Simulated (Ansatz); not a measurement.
## CH₄AlFSe, SMILES C[Se][AlH][F]: a rigid scan of one bond angle

Program: the Python package of Ansatz (0.2.0).

`bend_ch4alfse.py`
```python
"""Bending curve of CH4AlFSe."""

import ansatz as az
from ase import Atoms

atoms = Atoms(["C", "Se", "Al", "F", "H", "H", "H", "H"], positions=[
    (-0.9877, 0.7687, 0.5297),
    (-0.9947, -0.124, -1.1896),
    (1.1388, -1.0712, -0.7405),
    (2.7391, -0.1683, -1.1924),
    (-1.9837, 1.3744, 0.5785),
    (-0.9817, 0.0985, 1.3498),
    (-0.1573, 1.5238, 0.588),
    (1.3192, -2.4591, 0.0207),
])

# start the scan from a relaxed geometry
first = (
    az.Crystal.molecule_from_ase(atoms).calculation()
    .basis(gaussian="def2-SVP")
    .functional("b3lyp")
    .relax(force_tolerance=0.02, max_steps=80)
)
atoms.positions = first.run(threads=1, pin="off").report["positions_ang"]

rows = []
for angle in [90, 100, 110, 120, 135, 150, 165, 179]:
    bent = atoms.copy()
    bent.set_angle(0, 1, 2, angle, indices=[2, 3, 7])
    calc = (
        az.Crystal.molecule_from_ase(bent).calculation()
        .basis(gaussian="def2-SVP")
        .functional("b3lyp")
    )
    rows.append((angle, calc.run(threads=1, pin="off").report["free_energy_ev"]))
floor = min(e for _, e in rows)
for angle, e in rows:
    print(f"angle C0-Se1-Al2 = {angle:3d} deg   {1000 * (e - floor):9.1f} meV")
```

```console
$ python bend_ch4alfse.py
angle C0-Se1-Al2 =  90 deg        35.5 meV
angle C0-Se1-Al2 = 100 deg         0.0 meV
angle C0-Se1-Al2 = 110 deg        75.0 meV
angle C0-Se1-Al2 = 120 deg       235.8 meV
angle C0-Se1-Al2 = 135 deg       596.7 meV
angle C0-Se1-Al2 = 150 deg      1024.3 meV
angle C0-Se1-Al2 = 165 deg      1390.0 meV
angle C0-Se1-Al2 = 179 deg      1532.0 meV
```

Notes:
- The scan is rigid, and the energies are electronic, in a modest basis. The zero is the lowest point of the grid, which needn't be the minimum.
- b3lyp holds the VWN-RPA fit, as in Gaussian; the form of ORCA and Turbomole is b3lyp5.
- Finished in 2.5 min on 1 thread of Arm Neoverse V1 (shared host), peak memory 0.29 GiB.
